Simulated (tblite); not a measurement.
# C4H9F3GeN2: the cost of one run

Programs: tblite 0.8.0 and PySCF 2.14.0, with density-fitted response routines of our own. Each step states its level of theory. These are calculated values for one molecule in the gas phase, unless marked as measured. Atoms count from 0, in the outputs and in this text.

### Step 1. Starting geometry

19 atoms, charge 0, multiplicity 1; geometry from: force field or distance geometry start.

Bonds of the start (Å): C0–C1 1.47, C1–N2 1.45, N2–Ge3 1.88, N2–N4 1.40, N4–C5 1.30, C5–C6 1.50, C6–F7 1.39, C6–F8 1.38, C6–F9 1.39, C0–H10 1.11, C0–H11 1.11, C0–H12 1.14, C1–H13 1.12, C1–H14 1.12, Ge3–H15 1.51, Ge3–H16 1.55, Ge3–H17 1.56, C5–H18 1.09.

### Step 2. Optimising the geometry with GFN2-xTB

The job: settings as JSON, then the geometry in Å.

```
{"job": {"kind": "relax", "xc": "GFN2-xTB", "basis": "xTB"}, "charge": 0, "multiplicity": 1}
C     -2.531900    -0.968500     0.083200
C     -1.492600    -0.483700     1.009400
N     -0.392400     0.241800     0.405700
Ge    -0.649700     1.834000    -0.564000
N      0.896500    -0.284300     0.555000
C      1.806200    -0.086000    -0.354000
C      3.189100    -0.636400    -0.210800
F      3.818200     0.198800     0.712600
F      3.920200    -0.568800    -1.375400
F      3.164700    -1.927900     0.293800
H     -2.086200    -1.717400    -0.606600
H     -3.081900    -0.172000    -0.462400
H     -3.283200    -1.560200     0.708200
H     -1.943800     0.133800     1.824700
H     -1.077600    -1.367100     1.560200
H     -1.407300     1.645100    -1.856200
H     -1.257300     2.865700     0.419200
H      0.776600     2.365900    -0.899200
H      1.622700     0.496400    -1.251000
```

Command:

```
$ OMP_NUM_THREADS=1 python probes_run.py task.json out
```

This one command runs all jobs of the session in turn.

Q: Estimate the wall time of this first job on 1 thread of Arm Neoverse V2, shared host.

About 1 s.
